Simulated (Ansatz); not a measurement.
# CH₆GeN₂O: one species, many methods

How much do the methods differ for CH₆GeN₂O? The plan is to run it at one geometry with functionals of several rungs and with coupled cluster, and see how far each lands from CCSD(T) at the basis-set limit for the atomisation energy.

Method: functionals in def2-TZVPP, the program's frozen cores in correlated methods; program: Ansatz 0.2.0, Gaussian basis.

Levels to be run: PBE-D4, r2SCAN-D4, PBE0-D4, B3LYP-D4, ωB97X-V, ωB97M-V, B2PLYP; CCSD(T)/def2-TZVPP; MP2/def2-QZVPP; extrapolation to the limit.

### 1 The relaxed structure

The geometry comes from an earlier relaxation with PBE0-D4 in a triple-zeta def2 set; it is a stationary point, not always the lowest conformer.

SMILES `N=[C](O)[GeH2][NH2]`, 11 atoms, charge 0, spin multiplicity 1.

Atoms are counted from 1 here; the program's logs count them from 0.

Bond lengths: N1–C2 1.263 Å, N1–H6 1.015 Å, C2–O3 1.347 Å, C2–Ge4 1.988 Å, O3–H7 0.971 Å, Ge4–N5 1.834 Å, Ge4–H8 1.534 Å, Ge4–H9 1.537 Å, N5–H10 1.011 Å, N5–H11 1.011 Å. Angles: C2–N1–H6 111.9°, N1–C2–O3 119.6°, N1–C2–Ge4 128.2°, O3–C2–Ge4 112.2°, C2–O3–H7 106.6°, C2–Ge4–N5 114.3°, C2–Ge4–H8 108.9°, C2–Ge4–H9 105.5°, N5–Ge4–H8 107.5°, N5–Ge4–H9 108.4°, H8–Ge4–H9 112.4°, Ge4–N5–H10 114.0°, Ge4–N5–H11 113.3°, H10–N5–H11 108.3°.

### 2 PBE-D4 (GGA)

The input, in.yaml:

```yaml
crystal:
  periodic: [false, false, false]
  atoms:
    - {symbol: N, position_ang: [0.321293, 0.794895, 2.051400]}
    - {symbol: C, position_ang: [0.001900, 0.762357, 0.829471]}
    - {symbol: O, position_ang: [0.032927, 1.896814, 0.104158]}
    - {symbol: Ge, position_ang: [-0.563727, -0.806385, -0.252239]}
    - {symbol: N, position_ang: [0.402306, -1.049167, -1.792129]}
    - {symbol: H, position_ang: [0.263396, -0.122602, 2.482253]}
    - {symbol: H, position_ang: [0.320482, 2.602614, 0.705418]}
    - {symbol: H, position_ang: [-2.033775, -0.628066, -0.654232]}
    - {symbol: H, position_ang: [-0.347851, -2.029329, 0.653049]}
    - {symbol: H, position_ang: [1.394234, -1.171397, -1.639924]}
    - {symbol: H, position_ang: [0.274214, -0.306831, -2.466724]}
basis:
  gaussian: {orbitals: def2-TZVPP}
hamiltonian: {xc: pbe, dispersion: d4}
output: {forces: true, orbitals: {seedname: orbitals}}
```

The run is started by

```
$ ansatz run in.yaml --threads 4 --pin off --events-out ev --progress --plain --max-ram 10444MiB
```

Further steps of the session: r2SCAN-D4 (meta-GGA); PBE0-D4 (hybrid); B3LYP-D4 (hybrid); ωB97X-V (range-separated); ωB97M-V (range-separated); B2PLYP (double hybrid); CCSD(T) in def2-TZVPP; MP2 in def2-QZVPP.

Q: Predict the results of all the runs planned. Wanted: atomisation energy, CCSD(T)/CBS; farthest; mean size of error, hybrid; mean size of error, range-separated; gap, smallest and largest; T1 diagnostic; triples share of the correlation energy.

The runs gave:

```
                               quantity                                           value
        atomisation energy, CCSD(T)/CBS                                       39.941 eV
    functionals within 0.399 eV (1.0 %)  r2SCAN-D4, PBE0-D4, B3LYP-D4, ωB97X-V, ωB97M-V
                               farthest                              PBE-D4 (+1.124 eV)
             mean size of error, hybrid                                        0.069 eV
    mean size of error, range-separated                                        0.104 eV
              gap, smallest and largest            4.51 eV (PBE-D4), 11.40 eV (ωB97X-V)
                          T1 diagnostic                                          0.0130
triples share of the correlation energy                                           4.0 %
```

What this shows: PBE-D4 is off by +1.124 eV. Double hybrids carry the basis error of their MP2 part in triple zeta, and no dispersion term here, so their miss is partly the set-up's. Misses under about 0.399 eV are within the doubt on the reference itself, which lacks core-valence correlation, relativity and higher excitations, and its outer-core shells are covered unevenly. Hartree-Fock recovers 65 % of the binding; the rest is correlation. Orbital gaps span 4.5 to 11.4 eV; exact exchange widens them. Correlated methods include outer-core shells of Ge, which these sets cover unevenly.
